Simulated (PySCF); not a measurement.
# C3H3F3S2: a tour of settings, part 2 of 2

PySCF 2.14.0. Atoms count from 0. The steps go on from the part before.

## 4. Spin-spin couplings: B97-2/ANO-RCC-VDZP

Job settings and geometry (Å):

```
{"job": {"kind": "j", "xc": "B97-2", "basis": "ANO-RCC-VDZP"}, "charge": 0, "multiplicity": 1}
C     -2.056094     0.276608    -0.078536
C     -0.672271    -0.251457    -0.201281
S     -0.277063    -1.607602    -0.983506
S      0.492483     0.824271     0.602860
C      2.110507     0.017648     0.261480
F      2.183501    -1.205329     0.766502
F      3.059213     0.750646     0.837020
F      2.378574    -0.045060    -1.035363
H     -2.176137     0.865415     0.828962
H     -2.269200     0.922963    -0.931887
H     -2.768087    -0.545433    -0.092214
```

Level: B97-2/ANO-RCC-VDZP indirect spin-spin coupling, non-relativistic, gas phase.

The program printed:

```text
coarse grid: 11624 points
cycle   1  E = -1211.3535849949  dE =  1.376e+00  |g| = 9.700e-01  |ddm| = 4.734e+00
cycle   2  E = -1210.9818678284  dE =  3.717e-01  |g| = 1.703e+00  |ddm| = 2.193e+00
cycle   3  E = -1211.5303616119  dE = -5.485e-01  |g| = 2.044e-01  |ddm| = 1.615e+00
cycle   4  E = -1211.5400020144  dE = -9.640e-03  |g| = 1.038e-01  |ddm| = 3.875e-01
cycle   5  E = -1211.5430713916  dE = -3.069e-03  |g| = 2.233e-02  |ddm| = 1.356e-01
cycle   6  E = -1211.5431996626  dE = -1.283e-04  |g| = 5.591e-03  |ddm| = 3.041e-02
cycle   7  E = -1211.5432082955  dE = -8.633e-06  |g| = 1.528e-03  |ddm| = 9.037e-03
final grid: 108048 points
cycle   8  E = -1211.5478382120  dE = -2.339e-05  |g| = 1.089e-02  |ddm| = 3.035e-02
cycle   9  E = -1211.5478183023  dE =  1.991e-05  |g| = 1.526e-02  |ddm| = 1.766e-02
cycle  10  E = -1211.5478582315  dE = -3.993e-05  |g| = 9.678e-04  |ddm| = 1.061e-02
cycle  11  E = -1211.5478584462  dE = -2.147e-07  |g| = 3.086e-04  |ddm| = 1.284e-03
cycle  12  E = -1211.5478584677  dE = -2.150e-08  |g| = 1.307e-04  |ddm| = 4.832e-04
cycle  13  E = -1211.5478584725  dE = -4.774e-09  |g| = 2.620e-05  |ddm| = 1.991e-04
cycle  14  E = -1211.5478584727  dE = -2.096e-10  |g| = 6.202e-06  |ddm| = 4.202e-05
converged SCF energy = -1211.5478584727

Indirect spin-spin couplings (Hz)
  i      j    bonds     total        FC       PSO       DSO        SD
  0 C    1 C    1     95.245    96.978    -2.013     0.281         -
  0 C    2 S    2      0.528     1.805    -1.270    -0.007         -
  0 C    3 S    2     14.843    14.963    -0.128     0.008         -
  0 C    4 C    3      4.232     4.225     0.047    -0.040         -
  0 C    5 F    4      2.295     2.420     0.087    -0.194    -0.019
  0 C    6 F    4      6.333     5.579     0.592    -0.276     0.437
  0 C    7 F    4      2.407     2.531     0.088    -0.183    -0.029
  0 C    8 H    1     91.037    89.232     1.035     0.770         -
  0 C    9 H    1     93.418    91.632     1.035     0.751         -
  0 C   10 H    1    102.696   101.111     0.845     0.741         -
  1 C    2 S    1    -18.474    -5.504   -13.024     0.054         -
  1 C    3 S    1    -23.893   -18.405    -5.555     0.067         -
  1 C    4 C    2     -0.985    -0.897    -0.192     0.104         -
  1 C    5 F    3      1.039     1.698    -0.662     0.147    -0.144
  1 C    6 F    3      4.955     3.825     0.970    -0.304     0.465
  1 C    7 F    3      1.082     1.623    -0.566     0.147    -0.123
  1 C    8 H    2     -7.174    -7.093    -0.161     0.079         -
  1 C    9 H    2    -11.848   -12.140     0.168     0.124         -
  1 C   10 H    2     -6.307    -6.212    -0.186     0.091         -
  2 S    4 C    3     -0.471    -0.264    -0.228     0.021         -
  2 S    5 F    4     16.404    15.881     1.320     0.061    -0.858
  2 S    6 F    4      1.914     0.786     0.672    -0.089     0.545
  2 S    7 F    4     14.082    13.790     1.059     0.057    -0.824
  2 S    8 H    3      3.703     4.468    -0.649    -0.116         -
  2 S    9 H    3      5.519     5.861    -0.292    -0.051         -
  2 S   10 H    3      2.162     2.744    -0.593     0.011         -
  3 S    4 C    1    -11.824    -9.825    -2.092     0.093         -
  3 S    5 F    2     10.736     7.299    -1.911     0.015     5.333
  3 S    6 F    2     41.053    43.677    -4.166     0.024     1.518
  3 S    7 F    2     10.810     7.805    -2.264     0.015     5.254
  3 S    8 H    3      3.712     3.606     0.031     0.076         -
  3 S    9 H    3      0.018     0.078    -0.047    -0.013         -
  3 S   10 H    3      8.890     9.043    -0.062    -0.091         -
  4 C    5 F    1   -190.511  -150.249   -46.006     1.634     4.110
  4 C    6 F    1   -174.047  -139.233   -41.753     1.582     5.358
  4 C    7 F    1   -188.945  -149.058   -45.702     1.633     4.183
  4 C    8 H    4      1.696     1.824     0.046    -0.174         -
  4 C    9 H    4     -0.454    -0.363     0.057    -0.147         -
  4 C   10 H    4      3.330     3.433     0.106    -0.209         -
  5 F    6 F    2    212.918   206.196   -37.803    -0.105    44.630
  5 F    7 F    2    170.081   186.524   -57.243     0.011    40.789
  5 F    8 H    5      0.938     1.240     0.387    -0.682    -0.008
  5 F    9 H    5      1.418     1.796     0.684    -1.015    -0.047
  5 F   10 H    5      0.644     0.943     0.396    -0.662    -0.033
  6 F    7 F    2    213.112   205.643   -36.972    -0.109    44.550
  6 F    8 H    5      0.253     0.293     0.723    -0.833     0.069
  6 F    9 H    5     -0.432    -0.193     0.645    -0.923     0.038
  6 F   10 H    5      2.931     3.132     0.850    -1.115     0.064
  7 F    8 H    5     -0.223     0.043     0.635    -0.972     0.070
  7 F    9 H    5      2.638     2.863     0.167    -0.332    -0.061
  8 H    9 H    2    -19.885   -19.860     2.258    -2.283         -
  8 H   10 H    2    -13.739   -13.594     2.357    -2.502         -
  9 H   10 H    2    -21.009   -20.923     2.259    -2.345         -
```

Wall time 50 s (1 thread of Arm Neoverse N1, shared host); peak memory 0.79 GiB.

The basis is not made for couplings: without tight functions at the nuclei these values are rough.

Beyond four bonds or across contacts, the largest of 1 Hz or more: F6–H10 2.9 Hz, F7–H9 2.6 Hz, F5–H9 1.4 Hz.

A choice of the couplings up to four bonds, sorted by the number of bonds, with means over like pairs; isotopes 13C, 19F, 1H, 33S:

| pair | bonds | J (Hz) | Fermi contact (Hz) | dihedral (°) |
| --- | --- | --- | --- | --- |
| C4–F5 | 1 | -184.5 | -146.2 | – |
| C0–H8 | 1 | 95.7 | 94.0 | – |
| C0–C1 | 1 | 95.2 | 97.0 | – |
| C1–S3 | 1 | -23.9 | -18.4 | – |
| C1–S2 | 1 | -18.5 | -5.5 | – |
| S3–C4 | 1 | -11.8 | -9.8 | – |
| F5–F6 | 2 | 198.7 | 199.5 | – |
| S3–F5 | 2 | 20.9 | 19.6 | – |
| H8–H9 | 2 | -18.2 | -18.1 | – |
| C0–S3 | 2 | 14.8 | 15.0 | – |
| C1–H8 | 2 | -8.4 | -8.5 | – |
| C0–C4 | 3 | 4.2 | 4.2 | -178 |
| S3–H8 | 3 | 4.2 | 4.2 | – |
| S2–H8 | 3 | 3.8 | 4.4 | – |
| C1–F5 | 3 | 2.4 | 2.4 | – |
| S2–F5 | 4 | 10.8 | 10.2 | – |
| C0–F5 | 4 | 3.7 | 3.5 | – |
| C4–H8 | 4 | 1.5 | 1.6 | – |

Means hide unlike values in this fixed geometry: S3–F5 from 10.7 to 41.1 Hz; C1–H8 from -11.8 to -6.3 Hz; S3–H8 from 0.0 to 8.9 Hz. They hold only if the pairs exchange fast.

The spin-dipole term was solved for some atoms only; pairs without it lack that part.

The response was solved for the nuclei of C, F, H alone, so couplings that need other nuclei can be missing.

Quadrupole couplings from the field gradients of the same density:

| atom | isotope | eQq/h (MHz) | η |
| --- | --- | --- | --- |
| S2 | 33S | 40.4 | 0.10 |
| S3 | 33S | 36.4 | 0.88 |

Joined with the shifts from before (PBE0/pcSseg-1, scaled to CDCl3), the couplings predict the line list below for 500 MHz.

¹H NMR δ 2.97 (s, 3H).

## 5. Ultraviolet spectrum: HF/6-311G**

Settings changed since step 4:

```diff
@@ -1,2 +1,2 @@
-{"job": {"kind": "j", "xc": "B97-2", "basis": "ANO-RCC-VDZP"}, "charge": 0, "multiplicity": 1}
+{"job": {"kind": "uv", "xc": "HF", "basis": "6-311G**", "nstates": 1, "ntriplets": 2, "tda": true}, "charge": 0, "multiplicity": 1}
 C     -2.056094     0.276608    -0.078536
```

With the program's defaults for keys left out, this is: TDA HF/6-311G**, vertical, gas phase, core orbitals frozen in the response.

The program printed:

```text
final grid: 108048 points
cycle   1  E = -1208.5164084601  dE =  1.773e+00  |g| = 1.119e+00  |ddm| = 2.858e+00
cycle   2  E = -1208.6885104967  dE = -1.721e-01  |g| = 8.087e-01  |ddm| = 1.379e+00
cycle   3  E = -1208.8110509324  dE = -1.225e-01  |g| = 9.648e-02  |ddm| = 6.932e-01
cycle   4  E = -1208.8143661551  dE = -3.315e-03  |g| = 4.780e-02  |ddm| = 1.325e-01
cycle   5  E = -1208.8152124625  dE = -8.463e-04  |g| = 1.273e-02  |ddm| = 8.553e-02
cycle   6  E = -1208.8153063526  dE = -9.389e-05  |g| = 5.262e-03  |ddm| = 2.348e-02
cycle   7  E = -1208.8153304649  dE = -2.411e-05  |g| = 1.999e-03  |ddm| = 1.643e-02
cycle   8  E = -1208.8153349258  dE = -4.461e-06  |g| = 7.962e-04  |ddm| = 7.121e-03
cycle   9  E = -1208.8153356785  dE = -7.527e-07  |g| = 2.487e-04  |ddm| = 3.163e-03
cycle  10  E = -1208.8153357383  dE = -5.975e-08  |g| = 7.902e-05  |ddm| = 8.401e-04
cycle  11  E = -1208.8153357433  dE = -4.969e-09  |g| = 3.109e-05  |ddm| = 1.919e-04
cycle  12  E = -1208.8153357441  dE = -8.831e-10  |g| = 1.090e-05  |ddm| = 9.465e-05
converged SCF energy = -1208.8153357441

Static polarisability (au): isotropic 64.329, principal 38.982 67.674 86.329

Singlet excitations
state   eV       nm        f      main configurations
  1   3.2345    383.3   0.00001   H->L 0.97

Triplet excitations (Tamm-Dancoff, eV): 2.6669 2.6894
```

Wall time 11 s (1 thread of Arm Neoverse N1, shared host); peak memory 0.81 GiB.

This run: HOMO -9.66 eV, LUMO 1.15 eV; lowest singlet 3.23 eV.

## 6. Nuclear shieldings: KT2/pcSseg-1

Settings changed since step 5:

```diff
@@ -1,2 +1,2 @@
-{"job": {"kind": "uv", "xc": "HF", "basis": "6-311G**", "nstates": 1, "ntriplets": 2, "tda": true}, "charge": 0, "multiplicity": 1}
+{"job": {"kind": "nmr", "xc": "KT2", "basis": "pcSseg-1", "pop": true, "scf": {"aux": "def2-qzvpp-jkfit"}, "grid": 1}, "charge": 0, "multiplicity": 1}
 C     -2.056094     0.276608    -0.078536
```

Level: GIAO KT2/pcSseg-1 NMR shielding, non-relativistic, gas phase.

The program printed:

```text
final grid: 51488 points
cycle   1  E = -1223.8891262111  dE =  1.265e+00  |g| = 1.097e+00  |ddm| = 3.265e+00
cycle   2  E = -1223.1000158359  dE =  7.891e-01  |g| = 2.320e+00  |ddm| = 2.426e+00
cycle   3  E = -1224.0376999173  dE = -9.377e-01  |g| = 4.190e-01  |ddm| = 2.250e+00
cycle   4  E = -1224.0829287948  dE = -4.523e-02  |g| = 2.148e-01  |ddm| = 8.762e-01
cycle   5  E = -1224.0964512721  dE = -1.352e-02  |g| = 6.455e-02  |ddm| = 3.017e-01
cycle   6  E = -1224.0973683072  dE = -9.170e-04  |g| = 2.371e-02  |ddm| = 8.438e-02
cycle   7  E = -1224.0975169829  dE = -1.487e-04  |g| = 5.709e-03  |ddm| = 3.247e-02
cycle   8  E = -1224.0975261165  dE = -9.134e-06  |g| = 1.480e-03  |ddm| = 8.454e-03
cycle   9  E = -1224.0975266036  dE = -4.870e-07  |g| = 4.897e-04  |ddm| = 2.018e-03
cycle  10  E = -1224.0975266453  dE = -4.176e-08  |g| = 1.577e-04  |ddm| = 4.894e-04
cycle  11  E = -1224.0975266495  dE = -4.195e-09  |g| = 5.153e-05  |ddm| = 1.700e-04
cycle  12  E = -1224.0975266501  dE = -5.793e-10  |g| = 6.761e-06  |ddm| = 5.735e-05
converged SCF energy = -1224.0975266501

GIAO shielding tensors (ppm)
atom      isotropic    diamagn.    paramagn.     s11        s22        s33       span
  0 C      146.012     248.034    -102.022    120.696    131.946    185.393     64.697
  1 C      -32.916     263.146    -296.062   -181.109    -17.472     99.835    280.944
  2 S     -261.398    1059.952   -1321.350  -1172.942   -175.580    564.327   1737.269
  3 S      107.475    1058.408    -950.933   -243.144    179.067    386.502    629.646
  4 C       47.092     247.222    -200.130     40.762     47.762     52.752     11.990
  5 F      212.980     475.191    -262.211    137.171    181.897    319.873    182.702
  6 F      210.019     470.984    -260.965    153.753    164.081    312.223    158.470
  7 F      212.084     475.246    -263.162    137.559    181.387    317.306    179.747
  8 H       28.627      29.103      -0.476     24.504     28.694     32.683      8.178
  9 H       28.554      27.924       0.630     25.805     26.701     33.157      7.352
 10 H       28.676      28.360       0.316     25.296     27.631     33.101      7.804
```

It took 28 s on 1 thread of Arm Neoverse N1, shared host; peak memory 0.64 GiB.

This run: σ C1 -32.9, C4 47.1, C0 146.0, S2 -261, H8 28.62 ppm (means over like atoms).

## 7. Comparing the runs: NMR shifts

Shifts (ppm), means over like atoms, with basis size and wall time:

| run | C1 | C4 | C0 | H8 | F5 | functions | time |
| --- | --- | --- | --- | --- | --- | --- | --- |
| PBE0/pcSseg-1 | 240.8 | 138.8 | 39.8 | 3.04 | -58.8 | 165 | 35 s |
| KT2/pcSseg-1 | 218.5 | 138.5 | 39.6 | 3.00 | -80.3 | 165 | 28 s |

## 8. Side by side: electronic excitations

Excitations and ground-state properties, with basis size and wall time:

| run | lowest singlet (eV) | brightest (eV) | f | gap (eV) | α (Å³) | μ (D) | functions | time |
| --- | --- | --- | --- | --- | --- | --- | --- | --- |
| PBE0/def2-SVPD | 2.67 | 5.37 | 0.118 | 4.41 | 12.23 | 2.77 | 207 | 50 s |
| HF/6-311G** | 3.23 | 3.23 | 0.000 | 10.81 | 9.53 | 3.31 | 178 | 11 s |

## 9. Outcome

This closing draws on all 2 parts.

```
                                                                 quantity                                           value
                                   ¹³C shifts against TMS (PBE0/pcSseg-1)                          240.8, 138.8, 39.8 ppm
   ¹H shifts against TMS (PBE0/pcSseg-1, means over atoms taken as alike)                                        3.04 ppm
                                   ³³S shifts against CS2 (PBE0/pcSseg-1)                                    900, 412 ppm
¹⁹F shifts against CFCl3 (PBE0/pcSseg-1, means over atoms taken as alike)                                       -58.8 ppm
                                          lowest singlet (PBE0/def2-SVPD)                     2.67 eV (464 nm), f = 0.000
                                 brightest single state of those computed                     state 3, 5.37 eV, f = 0.118
                                                           lowest triplet                                         2.23 eV
                       largest coupling of the table (B97-2/ANO-RCC-VDZP)  ²J(F,F) F5–F6, 198.7 Hz (mean over like pairs)
                                                 range of the shift of C1                              218.5 to 240.8 ppm
                                              range of the lowest singlet                                 2.67 to 3.23 eV
```

Single values in the summary come from the first sound run of each kind (PBE0/pcSseg-1; PBE0/def2-SVPD; B97-2/ANO-RCC-VDZP), which need not be the best level. C1 (thiocarbonyl carbon) lies farthest downfield among carbon, at 240.8 ppm; the small n→π* gap of C=S deshields it strongly. At PBE0/pcSseg-1: Shielding is most anisotropic at S2 (span 2106 ppm, paramagnetic term -1454 ppm). The lowest singlet, at 2.67 eV, is HOMO→LUMO 1.00 and is dark; of the 6 states computed, the strongest absorption comes from state 3 at 5.37 eV. The lowest triplet lies 0.45 eV below the lowest singlet (triplets in Tamm-Dancoff, singlets in full TDDFT). Of the pairs tabulated at B97-2/ANO-RCC-VDZP, F5–F6 (mean over like pairs) couples most strongly (198.7 Hz; Fermi contact 199.5 Hz). Density functionals describe couplings to fluorine poorly, F–F couplings above all, so those rows are rough. Among the atoms with a shift in every run: Across the 2 runs the shift of C1 moves most, between 218.5 (KT2/pcSseg-1) and 240.8 ppm (PBE0/pcSseg-1). The lowest singlet runs from 2.67 eV (PBE0/def2-SVPD) to 3.23 eV (HF/6-311G**), while the orbital gap spans 4.41 to 10.81 eV. Some runs use the Tamm-Dancoff approximation and others full TDDFT, which shifts states apart from functional and basis. The lowest state need not be the same one in every run. The runs solved for a few states only, so the brightest column depends on that window. Couplings from bases without tight functions are rough.
